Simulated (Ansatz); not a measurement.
# Sc4InSb: the cost of one run

Program: Ansatz 0.2.0. Level of theory: DFT PBE, scalar-relativistic, plane waves, PAW. These are calculated values, not measurements.

### 1 The system as given

It takes space group F-43m (No. 216, cubic). Conventional cell: a = 8.270 Å, b = 8.270 Å, c = 8.270 Å, α = 90.00°, β = 90.00°, γ = 90.00°. Around Sc (site symmetry 3m) lie 6 Sc at 2.92 to 2.93 Å. Around In (site symmetry -43m) lie 12 Sc at 3.43 Å and 4 Sb at 3.58 Å. Sb (site symmetry -43m) is surrounded by 12 Sc at 3.43 Å and 4 In at 3.58 Å.

Structure file:

```
CELL_PARAMETERS angstrom
0.00000 4.13498 4.13498
4.13498 0.00000 4.13498
4.13498 4.13498 0.00000
ATOMIC_POSITIONS crystal
Sc 0.62527 0.62527 0.12418
Sc 0.62527 0.62527 0.62527
Sc 0.12418 0.62527 0.62527
Sc 0.62527 0.12418 0.62527
In 0.25000 0.25000 0.25000
Sb 0.00000 0.00000 0.00000
```

Recipe of the guess: species swapped into a database cell of ZrScFe4 (F-43m, No. 216), with In on the Zr sites, Sb on the Sc sites and Sc on the Fe sites. Its size is a rough estimate.

### 2 A first look at the guess

Contents of input.yaml:

```yaml
crystal:
  lattice:
    - [0.0, 4.13497568, 4.13497568]
    - [4.13497568, 0.0, 4.13497568]
    - [4.13497568, 4.13497568, 0.0]
  atoms:
    - { symbol: Sc, position: [0.62527365, 0.62527365, 0.12417904] }
    - { symbol: Sc, position: [0.62527365, 0.62527365, 0.62527365] }
    - { symbol: Sc, position: [0.12417904, 0.62527365, 0.62527365] }
    - { symbol: Sc, position: [0.62527365, 0.12417904, 0.62527365] }
    - { symbol: In, position: [0.25, 0.25, 0.25] }
    - { symbol: Sb, position: [0.0, 0.0, 0.0] }
basis:
  ecutwfc: 420
kpoints:
  mp_grid: { grid: [4, 4, 4] }
hamiltonian:
  xc: pbe
scf:
  occupations: { method: gaussian, width: 0.1 }
  lower_state_search: "off"
output:
  forces: true
  stress: true
  eigenvalues: true
```

Launch:

```
ansatz run input.yaml --threads 1 --pin off --max-ram 2560MiB --backend cpu --events-out ev --progress --plain --runs-dir out
```

Q: Estimate wall time and peak memory on 1 thread of Arm Neoverse V1, shared host.

About 4.7 s, with a peak of 0.37 GiB.
